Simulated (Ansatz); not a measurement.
# SiH3Cl (SiClH3) at PBE/STO-3G

Aim: the electronic atomisation energy of SiH3Cl (SiClH3) at PBE/STO-3G, from 4 runs. 

Program for the calculation: Ansatz 0.2.0.

41 further runs of the same task are left out: 4 that didn't finish, 37 set aside as unsound or not needed.

### 1 The molecule

SiH3Cl has 5 atoms, charge 0, and is taken as a singlet. As SMILES, `[H][Si]([H])([H])Cl`. Geometry: relaxed at GFN2-xTB.

Bond lengths: Si1–Cl2 2.010 Å, Si1–H3 1.458 Å, Si1–H4 1.458 Å, Si1–H5 1.458 Å. Angles: Cl2–Si1–H3 108.3°, Cl2–Si1–H4 108.2°, Cl2–Si1–H5 108.0°, H3–Si1–H4 110.8°, H3–Si1–H5 110.8°, H4–Si1–H5 110.7°.

### 2 The energy at PBE/STO-3G

in.yaml reads:

```yaml
crystal:
  periodic: [false, false, false]
  atoms:
    - {symbol: Si, position_ang: [0.000290, 0.001940, -0.129410]}
    - {symbol: Cl, position_ang: [0.010690, -0.020840, 1.880630]}
    - {symbol: H, position_ang: [1.382330, 0.011210, -0.594910]}
    - {symbol: H, position_ang: [-0.700750, 1.203700, -0.566480]}
    - {symbol: H, position_ang: [-0.692550, -1.196020, -0.589840]}
basis:
  gaussian: {orbitals: STO-3G}
hamiltonian: {xc: {name: PBE}}
accuracy: high
```

Started as:

```bash
$ ansatz run in.yaml --threads 1 --pin off --max-ram 2610MiB --events-out events.jsonl --progress --plain --runs-dir runs
```

The log of the run:

```text
Warning: RAYON_NUM_THREADS=1 ignored (pool sized by the plan → 1); use --threads N
Functional definition: PBE
  name "PBE"
  parameter kappa = 0.804
  parameter beta = 0.06672455060314922
  exchange = pbe_x(kappa = kappa, mu = beta*pi^2/3)
  correlation = pbe_c(beta = beta)
364 factors; integrals over basis functions are off by at most 1.0e-8 eV
mean field evaluation 1: about -20210.4560 eV, gradient 2.2e1 eV
mean field evaluation 2: about -20210.5371 eV, gradient 2.1e1 eV
mean field evaluation 4: about -20212.1815 eV, gradient 2.1e-1 eV
mean field evaluation 8: about -20212.1383 eV, gradient 9.2e-4 eV
mean field -20212.13826917 eV, -742.7823811127 hartree, gradient 2.1e-8 eV, S^2 0.000000; 0 other end points of the search recorded, 0 dependent functions left out
reference -20212.13827089 eV, -742.7823811759 hartree; 17, 17 occupied and 4, 4 virtual orbitals, 364 factors
Total energy: -20212.13827089 eV, -742.7823811759 hartree
```

It took 0.71 s on 1 thread of AMD EPYC 9R14 (Zen 4), shared host.

### 3 The Cl atom, same level

molecule.yaml reads:

```yaml
crystal:
  periodic: [false, false, false]
  atoms:
    - {symbol: Cl, position_ang: [0.000000, 0.000000, 0.000000]}
basis:
  gaussian: {orbitals: STO-3G}
total_charge: 0
magnetization: {spin_polarized: true, initial_magnetization: 1}
accuracy: high
hamiltonian: {xc: pbe}
```

Started as:

```bash
$ ansatz run molecule.yaml --threads 1 --pin off --max-ram 2610MiB --events-out events.jsonl --progress --plain --runs-dir runs
```

The log of the run, shortened:

```text
Warning: RAYON_NUM_THREADS=1 ignored (pool sized by the plan → 1); use --threads N
[... 6 set-up lines as earlier in the session ...]
42 factors; integrals over basis functions are off by at most 1.8e-9 eV
mean field evaluation 1: about -12378.8239 eV, gradient 2.9e-2 eV
mean field evaluation 2: about -12378.8248 eV, gradient 3.0e-2 eV
mean field evaluation 4: about -12378.8248 eV, gradient 5.3e-10 eV
mean field evaluation 8: about -12378.8251 eV, gradient 3.3e-2 eV
mean field evaluation 16: about -12378.8248 eV, gradient 6.6e-7 eV
mean field -12378.82480889 eV, -454.9134210578 hartree, gradient 1.7e-12 eV, S^2 0.750000; 1 other end points of the search recorded, 0 dependent functions left out
reference -12378.82480983 eV, -454.9134210925 hartree; 9, 8 occupied and 0, 1 virtual orbitals, 42 factors
Total energy: -12378.82480983 eV, -454.9134210925 hartree
```

It took 0.32 s on 1 thread of AMD EPYC 9R14 (Zen 4), shared host.

### 4 The H atom at the same level

in.yaml reads:

```yaml
basis:
  gaussian:
    orbitals: STO-3G
crystal:
  periodic: [false, false, false]
  atoms:
    - {symbol: H, position_ang: [0.000000, 0.000000, 0.000000]}
magnetization:
  spin_polarized: true
  initial_magnetization: 1
hamiltonian:
  xc: pbe
accuracy: high
```

Run the same way, it converges to -0.46438 Eh (log not shown).

### 5 The Si atom, same level

run.yaml reads:

```yaml
crystal:
  periodic: [false, false, false]
  atoms:
    - {symbol: Si, position_ang: [0.000000, 0.000000, 0.000000]}
basis:
  gaussian:
    orbitals: STO-3G
magnetization:
  spin_polarized: true
  initial_magnetization: 2
hamiltonian:
  xc: pbe
accuracy: high
```

Run the same way, it converges to -285.77131 Eh (log not shown).

### 6 Summary of results

At PBE/STO-3G:

| quantity | value |
| --- | --- |
| molecule: total energy | -742.78238 Eh |
| Cl atom: total energy | -454.91342 Eh |
| Cl atom: ⟨S²⟩ | 0.750 |
| H atom: total energy | -0.46438 Eh |
| H atom: ⟨S²⟩ | 0.750 |
| Si atom: total energy | -285.77131 Eh |
| Si atom: ⟨S²⟩ | 2.000 |
| electronic atomisation energy | 19.171 eV |

In words: Taking the molecule apart into free atoms costs 19.17 eV (1850 kJ/mol), before zero-point energy and without spin-orbit coupling. In a minimal basis such a difference can be off by several eV, whatever the method.
